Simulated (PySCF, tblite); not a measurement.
# C₄H₆F₂O₂Si: geometry, infrared bands and NMR shifts

Aim: predict the infrared bands and NMR shifts of C₄H₆F₂O₂Si (`O=CO[C@@]1(F)[SiH2]C[C@@H]1F`).

The runs use tblite 0.8.0 and PySCF 2.14.0, with density-fitted response routines of our own; the level of theory stands in each step. All values are computed, except where a source is named. Atoms are numbered from 0 throughout.

**1. The molecule as given**

15 atoms, charge 0, multiplicity 1; geometry from: force field or distance geometry start.

Bonds of the start (Å): O0–C1 1.26, C1–O2 1.37, O2–C3 1.40, C3–F4 1.39, C3–Si5 1.85, Si5–C6 1.86, C6–C7 1.52, C7–F8 1.38, C7–C3 1.52, C1–H9 1.09, Si5–H10 1.47, Si5–H11 1.46, C6–H12 1.11, C6–H13 1.11, C7–H14 1.10.

**2. Relaxing the molecule with GFN2-xTB**

What the job is given:

```
{"job": {"kind": "relax", "xc": "GFN2-xTB", "basis": "xTB"}, "charge": 0, "multiplicity": 1}
O      2.575600     1.250000     1.089600
C      2.589600     0.573800     0.030300
O      1.514900    -0.208600    -0.282500
C      0.316700    -0.327600     0.426300
F      0.410000    -0.818300     1.727400
Si    -0.790800     1.144300     0.224700
C     -1.809700    -0.259300    -0.445500
C     -0.629900    -1.210500    -0.379300
F     -0.873200    -2.430700     0.226300
H      3.449200     0.556600    -0.635500
H     -1.370900     1.701600     1.452700
H     -0.377700     2.116100    -0.786600
H     -2.637700    -0.600700     0.216000
H     -2.128700    -0.088000    -1.490800
H     -0.241700    -1.390900    -1.395100
```

Command:

```bash
> OMP_NUM_THREADS=1 python probes_run.py task.json out
```

This one command runs all jobs of the session in turn.

**Question.** This job is followed by: GFN2-xTB harmonic vibrations, gas phase; GIAO PBE0/pcSseg-1 NMR shielding, non-relativistic, gas phase. Predict these results of the whole session: strongest single infrared mode (GFN2-xTB); zero-point energy (GFN2-xTB); ¹³C shifts against TMS (PBE0/pcSseg-1); ¹H shifts against TMS (PBE0/pcSseg-1); ¹⁷O shifts against H2O (PBE0/pcSseg-1); ¹⁹F shifts against CFCl3 (PBE0/pcSseg-1); ²⁹Si shifts against TMS (PBE0/pcSseg-1).

**Answer**, as computed:

| quantity | value |
| --- | --- |
| strongest single infrared mode (GFN2-xTB) | 1734 cm⁻¹, 382 km/mol |
| zero-point energy (GFN2-xTB) | 59.8 kcal/mol |
| ¹³C shifts against TMS (PBE0/pcSseg-1) | 170.6, 118.6, 93.1, 23.3 ppm |
| ¹H shifts against TMS (PBE0/pcSseg-1) | 8.27, 5.15, 4.74, 4.55, 1.97, 1.88 ppm |
| ¹⁷O shifts against H2O (PBE0/pcSseg-1) | 432.8, 272.7 ppm |
| ¹⁹F shifts against CFCl3 (PBE0/pcSseg-1) | -176.1, -199.8 ppm |
| ²⁹Si shifts against TMS (PBE0/pcSseg-1) | -62.5 ppm |

In words: The optimisation took 79 steps and gained 0.933 eV; among the close pairs (by a distance rule), C3–Si5 changed most, from 1.853 to 1.935 Å. No mode is imaginary among the 39: a minimum at this level. The strongest single mode, at 1734 cm⁻¹, moves mainly C1 and O0. GFN2-xTB is a fitted tight-binding method: band positions and strengths are rough. Its intensities can rank the bands wrongly. At PBE0/pcSseg-1: The largest span, 685 ppm, is at O0, where the paramagnetic term is -500 ppm.
